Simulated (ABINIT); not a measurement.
# ErO (P-6m2) in ABINIT: single point with PBEsol+U

Aim: the single point of ErO with PBEsol+U.

Everything below comes from runs of ABINIT 10.8.3 (patched build). Logs are shortened: lines on timing, memory, paths and dates and some standing lists are left out, and cuts for length are marked. The log counts tension as positive stress, the text compression.

### 1 The crystal as given

Symmetry: P-6m2, No. 187, hexagonal system. Conventional cell: a = 3.049 Å, b = 3.049 Å, c = 2.976 Å, α = 90.00°, β = 90.00°, γ = 120.00°. Around Er (site symmetry -6m2) lie 6 O at 2.31 Å. O (site symmetry -6m2) is surrounded by 6 Er at 2.31 Å.

The cell comes from a database or a generator and needn't be the stable form of this composition.

### 2 Single point, PBEsol+U, collinear spin, ferromagnetic start

Input file run.abi:

```
pp_dirpath "./"
pseudos "Er.GGA_PBE-JTH.xml, O.GGA_PBE-JTH.xml"

acell 3*1.0 Angstrom
rprim
     3.0493823900     0.0000000000     0.0000000000
    -1.5246912000     2.6408426200     0.0000000000
     0.0000000000     0.0000000000     2.9760461400
ntypat 2
znucl 68 8
natom 2
typat 1 2
xcart
     0.0000000000     0.0000000000     0.0000000000
     2.8812487800     1.6634897633     2.8119560694

ecut 25.0
pawecutdg 47.0

kptopt 1
ngkpt 7 7 6
nshiftk 1
shiftk 0.0 0.0 0.0

ixc -116133

nband 22
occopt 7
tsmear 0.05 eV

nsppol 2
spinat
     0.0000000000     0.0000000000     3.0000000000
     0.0000000000     0.0000000000     0.0000000000

usepawu 1
lpawu 3 -1
upawu 6.0 0.0 eV
jpawu 0.0 0.0 eV

nstep 100
tolvrs 1.0e-9

iomode 3
prtwf 0
prtden 0
prteig 0
prtebands 0
enunit 1
```

Potentials or basis: JTH PAW PBE v2.0.

Launch:

```console
$ abinit run.abi > log 2>&1
```

run.abo:

```text
.Version 10.8.3 of ABINIT
 Symmetries : space group P-6 m 2 (#187); Bravais hP (primitive hexag.)
================================================================================
 Values of the parameters that define the memory need of the present run
     intxc =       0    ionmov =       0      iscf =      17    lmnmax =      32
     lnmax =       8     mgfft =      27  mpssoang =       4    mqgrid =    3001
     natom =       2  nloc_mem =       2    nspden =       2   nspinor =       1
    nsppol =       2      nsym =      12    n1xccc =       1    ntypat =       2
    occopt =       7   xclevel =       2
       mpw =         982          nfft =       19683          nkpt =          32
 PAW method is used; the additional fine FFT grid is defined by:
   mgfftf=        36    nfftf =     46656
================================================================================
================================================================================

--------------------------------------------------------------------------------
------------- Echo of variables that govern the present computation ------------
--------------------------------------------------------------------------------
 -outvars: echo values of preprocessed input variables --------
            acell      1.8897261259E+00  1.8897261259E+00  1.8897261259E+00 Bohr
              amu      1.67260000E+02  1.59994000E+01
             ecut      2.50000000E+01 Hartree
           enunit           1
              ixc     -116133
         kptrlatt        7    0    0      0    7    0      0    0    6
          kptrlen      3.37434729E+01
            lpawu           3      -1
            natom           2
            nband          22
            ngfft          27      27      27
          ngfftdg          36      36      36
             nkpt          32
           nspden           2
           nsppol           2
            nstep         100
             nsym          12
           ntypat           2
           occopt           7
        pawecutdg      4.70000000E+01 Hartree
         pawxcdev           0
           prtden           0
        prtebands           0
           prteig           0
            prtwf           0
            rprim      3.0493823900E+00  0.0000000000E+00  0.0000000000E+00
                      -1.5246912000E+00  2.6408426200E+00  0.0000000000E+00
                       0.0000000000E+00  0.0000000000E+00  2.9760461400E+00
          spgroup         187
           spinat      0.0000000000E+00  0.0000000000E+00  3.0000000000E+00
                       0.0000000000E+00  0.0000000000E+00  0.0000000000E+00
           tolvrs      1.00000000E-09
           tsmear      1.83746611E-03 Hartree
            typat      1  2
            upawu      2.20495933E-01  0.00000000E+00 Hartree
          usepawu           1
           useylm           1
           xangst      0.0000000000E+00  0.0000000000E+00  0.0000000000E+00
                       1.5246911933E+00  8.8028087333E-01  1.4880230700E+00
            xcart      0.0000000000E+00  0.0000000000E+00  0.0000000000E+00
[... 184 lines left out ...]
    2     -0.00000000000000     0.00000000000000    -0.00000000000000
 frms,max,avg= 1.9936875E-27 2.9905313E-27   0.000E+00  0.000E+00  0.000E+00 h/b

 cartesian forces (eV/Angstrom) at end:
    1      0.00000000000000    -0.00000000000000    -0.00000000000000
    2     -0.00000000000000     0.00000000000000    -0.00000000000000
 frms,max,avg= 1.0251954E-25 1.5377930E-25   0.000E+00  0.000E+00  0.000E+00 e/A
 length scales=  1.889726125908  1.889726125908  1.889726125908 bohr
              =  1.000000000000  1.000000000000  1.000000000000 angstroms
 Fermi (or HOMO) energy (eV) =   6.77789   Average Vxc (eV)= -12.28654
 Eigenvalues (   eV  ) for nkpt=  32  k points, SPIN UP:
 kpt#   1, nband= 22, wtk=  0.00340, kpt=  0.0000  0.0000  0.0000 (reduced coord)
 -41.47413  -15.22998  -15.22998  -15.06941  -13.37704    1.88653    1.88653    2.35802
   3.09822    4.55635    4.65845    4.74038    4.74038    4.92212    4.92212    5.40171
   8.53472   12.09224   12.09224   15.85698   15.85698   20.37810
 prteigrs : prtvol=0 or 1, do not print more k-points.

 Eigenvalues (   eV  ) for nkpt=  32  k points, SPIN DOWN:
 kpt#   1, nband= 22, wtk=  0.00340, kpt=  0.0000  0.0000  0.0000 (reduced coord)
 -40.57187  -14.53817  -14.53817  -14.46903  -13.35132    1.93106    1.93106    2.99458
   5.58543    5.68812    6.08180    6.08180    6.45865    6.45865    8.25185   11.86553
  12.31251   12.31251   12.68936   16.07167   16.07167   21.91814
 prteigrs : prtvol=0 or 1, do not print more k-points.

--- !EnergyTerms
iteration_state     : {dtset: 1, }
comment             : Components of total free energy in Hartree
kinetic             :  1.89709298393146E+01
hartree             :  4.04544908095788E+01
xc                  : -7.97987484339888E+00
Ewald energy        : -1.53628609657688E+02
psp_core            :  1.62247873627735E+01
local_psp           : -9.17373727518395E+01
PAW spherical_terms : -3.31883557582858E+01
internal            : -2.10884004999546E+02
'-kT*entropy'       : -1.14134835780720E-04
total_energy        : -2.10884119134381E+02
total_energy_eV     : -5.73844921890912E+03
...

--- !EnergyTermsDC
iteration_state     : {dtset: 1, }
comment             : '"Double-counting" decomposition of free energy'
band_energy         : -4.81075433692706E+00
Ewald energy        : -1.53628609657688E+02
psp_core            :  1.62247873627735E+01
xc_dc               : -3.79960970536444E+01
PAW spherical_terms : -3.06733333118701E+01
internal            : -2.10884006997356E+02
'-kT*entropy'       : -1.14134835780720E-04
total_energy_dc     : -2.10884121132192E+02
total_energy_dc_eV  : -5.73844927327233E+03
...

--- !EnergyTermsWithPAWCore
iteration_state     : {dtset: 1, }
comment             : 'Components of total free energy, including PAW core contributions'
Total energy        : -1.31573843222297E+04
Total energy DC     : -1.31573843242275E+04
Total energy (eV)   : -3.58030666779008E+05
Total energy DC (eV): -3.58030666833371E+05
...

 Cartesian components of stress tensor (hartree/bohr^3)
  sigma(1 1)= -1.48939458E-03  sigma(3 2)=  0.00000000E+00
  sigma(2 2)= -1.48939491E-03  sigma(3 1)=  0.00000000E+00
  sigma(3 3)= -1.14368572E-03  sigma(2 1)=  1.87119815E-10

-Cartesian components of stress tensor (GPa)         [Pressure=  4.0429E+01 GPa]
- sigma(1 1)= -4.38195013E+01  sigma(3 2)=  0.00000000E+00
- sigma(2 2)= -4.38195110E+01  sigma(3 1)=  0.00000000E+00
- sigma(3 3)= -3.36483955E+01  sigma(2 1)=  5.50525504E-06

== END DATASET(S) ==============================================================
================================================================================

 -outvars: echo values of variables after computation  --------
            acell      1.8897261259E+00  1.8897261259E+00  1.8897261259E+00 Bohr
           etotal     -2.1088412113E+02
            fcart      2.9905313136E-27 -1.7265840504E-27 -0.0000000000E+00
                      -2.9905313136E-27  1.7265840504E-27 -0.0000000000E+00
            rprim      3.0493823900E+00  0.0000000000E+00  0.0000000000E+00
                      -1.5246912000E+00  2.6408426200E+00  0.0000000000E+00
                       0.0000000000E+00  0.0000000000E+00  2.9760461400E+00
           strten     -1.4893945754E-03 -1.4893949052E-03 -1.1436857160E-03
                       0.0000000000E+00  0.0000000000E+00  1.8711981540E-10
           xangst      0.0000000000E+00  0.0000000000E+00  0.0000000000E+00
                       1.5246911933E+00  8.8028087333E-01  1.4880230700E+00
             xred      0.0000000000E+00  0.0000000000E+00  0.0000000000E+00
                       6.6666666667E-01  3.3333333333E-01  5.0000000000E-01
 Calculation completed.
```

It took 5.7 min on 1 thread of Arm Neoverse V1, shared host; peak memory 0.17 GiB.

Results:

```yaml
Free_energy: -5738.4493 eV
Pressure: 40.4 GPa
Band_gap_on_the_k_mesh: none (metal or under the smearing width)
Net_moment: 2.10 μB per cell
Site_moments: Er +2.11; O -0.01 μB
Valence_electrons_inside_the_program's_atomic_spheres: Er 20.28; O 4.58
```

Stress tensor (GPa, compression positive):
```
43.82  0.00  0.00
 0.00 43.82  0.00
 0.00  0.00 33.65
```

Levels at points of the mesh, in eV from the Fermi level:
Spin up:
```csv
k point,band 11,band 12,band 13,band 14,band 15,band 16,band 17,band 18,band 19,band 20
"(0.00, 0.00, 0.00)",-2.12,-2.04,-2.04,-1.86,-1.86,-1.38,1.76,5.31,5.31,9.08
"(0.00, 0.00, 0.50)",-2.22,-1.74,-1.74,-1.53,-1.53,3.16,3.25,3.25,6.26,6.26
```
Spin down:
| k point | band 11 | band 12 | band 13 | band 14 | band 15 | band 16 |
| --- | --- | --- | --- | --- | --- | --- |
| (0.00, 0.00, 0.00) | -0.70 | -0.70 | -0.32 | -0.32 | 1.47 | 5.09 |
| (0.00, 0.00, 0.50) | -0.52 | 0.04 | 0.04 | 2.59 | 3.47 | 3.47 |

Eigenvalues of the final occupation matrices:
```
  site  spin  trace                         eigenvalues
atom 1     1   6.89  0.98 0.98 0.98 0.98 0.98 0.99 0.99
atom 1     2   4.79  0.00 0.00 0.94 0.94 0.97 0.97 0.97
```

Caveat: the magnetic or orbital state may not be the lowest; a pressure of tens of GPa on the cell as given is suspect, and the run, the potentials or the cell itself is likely at fault; the PAW data sets were made with another functional, which shifts forces and pressure a little; spin-orbit coupling is left out, which moves the levels of the heavy elements.
